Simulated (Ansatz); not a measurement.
**TaCl₃F₂: basis-set convergence**

An exercise on one series of results from a longer session: the logs are not shown, and one member is left open.

Method: one geometry, several basis sets; program: Ansatz 0.2.0, Gaussian basis.

The runs, in order: PBE0-D4/def2-SVP; ωB97M-V/def2-SVP; PBE0-D4/def2-QZVPP; ωB97M-V/def2-QZVPP; the functionals' def2-TZVPP values are taken from earlier runs.

## The geometry

All runs share one geometry, relaxed beforehand with PBE0-D4 in a triple-zeta def2 set. Ta takes the def2 core potential; no spin-orbit term is included.

SMILES `[F][Ta]([F])([Cl])([Cl])[Cl]`, 6 atoms, charge 0, spin multiplicity 1.

Atoms are counted from 1 here; the program's logs count them from 0.

Bond lengths: F1–Ta2 1.847 Å, Ta2–F3 1.875 Å, Ta2–Cl4 2.271 Å, Ta2–Cl5 2.319 Å, Ta2–Cl6 2.271 Å. Angles: F1–Ta2–F3 86.4°, F1–Ta2–Cl4 121.7°, F1–Ta2–Cl5 88.5°, F1–Ta2–Cl6 121.7°, F3–Ta2–Cl4 90.1°, F3–Ta2–Cl5 174.9°, F3–Ta2–Cl6 90.1°, Cl4–Ta2–Cl5 92.6°, Cl4–Ta2–Cl6 116.5°, Cl5–Ta2–Cl6 92.6°.

Geometry (Å):

| atom | x (Å) | y (Å) | z (Å) |
| --- | --- | --- | --- |
| F1 | 1.7027 | 0.1975 | -0.8564 |
| Ta2 | 0.0807 | -0.0360 | -0.0034 |
| F3 | 0.9798 | -1.2373 | 1.1205 |
| Cl4 | -1.3611 | -1.6808 | -0.6141 |
| Cl5 | -0.8506 | 1.4796 | -1.4919 |
| Cl6 | -0.5095 | 1.2129 | 1.7992 |

Set-up of the first run:

Contents of in.yaml:

```yaml
crystal:
  periodic: [false, false, false]
  atoms:
    - {symbol: F, position_ang: [1.702678, 0.197540, -0.856429]}
    - {symbol: Ta, position_ang: [0.080745, -0.035984, -0.003416]}
    - {symbol: F, position_ang: [0.979790, -1.237264, 1.120457]}
    - {symbol: Cl, position_ang: [-1.361120, -1.680781, -0.614116]}
    - {symbol: Cl, position_ang: [-0.850567, 1.479578, -1.491919]}
    - {symbol: Cl, position_ang: [-0.509526, 1.212912, 1.799221]}
basis:
  gaussian: {orbitals: def2-SVP}
hamiltonian: {xc: pbe0, dispersion: d4}
output: {orbitals: {seedname: orbitals}}
```

Steps of the session up to this table: PBE0-D4 in def2-SVP; ωB97M-V in def2-SVP; PBE0-D4 in def2-QZVPP; ωB97M-V in def2-QZVPP.

One of the session's tables, all rows but one given; the rest of the session is left out.

It belongs to the step «Density functionals: the series». 

| functional | basis | HOMO (eV) | LUMO (eV) |
| --- | --- | --- | --- |
| PBE0-D4 | def2-SVP | -9.53 | -3.51 |
| PBE0-D4 | def2-TZVPP | -9.48 | -3.39 |
| PBE0-D4 | def2-QZVPP | -9.50 | -3.42 |
| ωB97M-V | def2-SVP | -11.66 | -1.37 |
| ωB97M-V | def2-TZVPP | ? | ? |
| ωB97M-V | def2-QZVPP | -11.69 | -1.33 |

Estimate the missing values for ωB97M-V, def2-TZVPP.

As computed: HOMO (eV): -11.66; LUMO (eV): -1.29.
